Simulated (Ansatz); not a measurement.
# CH6NSbSi: basis-set convergence

How large a basis does CH6NSbSi need? Two functionals are run in growing sets.

Computed with Ansatz 0.2.0, Gaussian basis. Level: one geometry, several basis sets.

The runs, in order: PBE0-D4/def2-SVP; ωB97M-V/def2-SVP; PBE0-D4/def2-QZVPP; ωB97M-V/def2-QZVPP; the functionals' def2-TZVPP values are taken from earlier runs.

### Step 1. The relaxed structure

All runs share one geometry, relaxed beforehand with PBE0-D4 in a triple-zeta def2 set. Sb takes the def2 core potential; no spin-orbit term is included.

10 atoms, charge 0, spin multiplicity 1.

Atoms are counted from 1 here; the program's logs count them from 0.

Bond lengths: C1–N2 1.451 Å, C1–Sb4 2.216 Å, C1–H5 1.094 Å, C1–H6 1.095 Å, N2–Si3 1.718 Å, N2–H7 1.008 Å, Si3–Sb4 2.567 Å, Si3–H8 1.491 Å, Si3–H9 1.494 Å, Sb4–H10 1.711 Å. Angles: N2–C1–Sb4 100.8°, N2–C1–H5 114.0°, N2–C1–H6 113.6°, Sb4–C1–H5 110.1°, Sb4–C1–H6 109.0°, H5–C1–H6 109.0°, C1–N2–Si3 111.6°, C1–N2–H7 118.1°, Si3–N2–H7 130.1°, N2–Si3–Sb4 81.4°, N2–Si3–H8 115.9°, N2–Si3–H9 115.3°, Sb4–Si3–H8 119.4°, Sb4–Si3–H9 117.7°, H8–Si3–H9 106.1°, C1–Sb4–Si3 66.1°, C1–Sb4–H10 92.6°, Si3–Sb4–H10 90.4°.

Geometry (Å):

```xyz
10
charge 0, multiplicity 1
C    -0.36457    1.17060   -0.28955
N     0.07460    0.41275    0.86721
Si    0.11862   -1.27300    0.53912
Sb   -0.63675   -0.45304   -1.77286
H     0.37187    1.89290   -0.65322
H    -1.32133    1.68177   -0.14107
H     0.23679    0.91116    1.72808
H     1.45021   -1.92907    0.68302
H    -0.83944   -2.10213    1.32985
H     0.99300   -0.36296   -2.28767
```

### Step 2. PBE0-D4 in def2-SVP

File in.yaml:

```yaml
crystal:
  periodic: [false, false, false]
  atoms:
    - {symbol: C, position_ang: [-0.364571, 1.170602, -0.289552]}
    - {symbol: N, position_ang: [0.074603, 0.412754, 0.867210]}
    - {symbol: Si, position_ang: [0.118618, -1.273000, 0.539116]}
    - {symbol: Sb, position_ang: [-0.636748, -0.453035, -1.772859]}
    - {symbol: H, position_ang: [0.371871, 1.892904, -0.653220]}
    - {symbol: H, position_ang: [-1.321332, 1.681773, -0.141070]}
    - {symbol: H, position_ang: [0.236789, 0.911162, 1.728075]}
    - {symbol: H, position_ang: [1.450210, -1.929073, 0.683016]}
    - {symbol: H, position_ang: [-0.839439, -2.102129, 1.329850]}
    - {symbol: H, position_ang: [0.993002, -0.362959, -2.287667]}
basis:
  gaussian: {orbitals: def2-SVP}
hamiltonian: {xc: pbe0, dispersion: d4}
output: {orbitals: {seedname: orbitals}}
```

After this run come: ωB97M-V in def2-SVP; PBE0-D4 in def2-QZVPP; ωB97M-V in def2-QZVPP.

**Question.** What will the summary of the whole plan be? Wanted: PBE0-D4: double and triple zeta above quadruple; ωB97M-V: double and triple zeta above quadruple.

As calculated:

```
                                       quantity          value
PBE0-D4: double and triple zeta above quadruple  6.50, 0.47 eV
ωB97M-V: double and triple zeta above quadruple  6.64, 0.45 eV
```

PBE0-D4 gains 6.03 eV from double to triple zeta, then 0.47 eV more. Total energies overstate the basis error of differences, where much of it tends to cancel. The LUMO of ωB97M-V is positive and keeps falling with the basis (1.18 to 0.61 eV): an unbound level that the basis holds in place.
